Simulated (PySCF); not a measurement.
# C6H5Cl (Chlorobenzene): the cost of one run

Programs: PySCF 2.14.0, with routines of our own; each step states its level. All values are computed. Atoms count from 0.

## 1. The starting structure

12 atoms, charge 0, multiplicity 1; geometry from: GFN2-xTB.

## 2. Geometry optimisation at PBE0/6-31+G*

The job: settings as JSON, then the geometry in Å.

```
{"job": {"xc": "PBE0", "basis": "6-31+G*", "grid": 1, "kind": "geom"}, "charge": 0, "multiplicity": 1}
Cl     3.042687     0.218554    -0.005508
C      1.316441     0.094595    -0.004410
C      0.549692     1.248321     0.010284
C     -0.830312     1.141913     0.011278
C     -1.435959    -0.103330    -0.000586
C     -0.657981    -1.248812    -0.015506
C      0.723057    -1.157157    -0.017145
H      1.028559     2.214907     0.021523
H     -1.432451     2.037986     0.022778
H     -2.512696    -0.180709     0.003034
H     -1.125473    -2.221816    -0.024227
H      1.335634    -2.045137    -0.027543
```

On the command line:

```console
> OMP_NUM_THREADS=1 python excited_run.py task.json out
```

One launch serves the whole session: the jobs run in the order shown.

**Question.** How long does this first job take on 1 thread of Arm Neoverse V1, shared host, and how much memory does it need?

About 33 s, with a peak of 0.61 GiB.
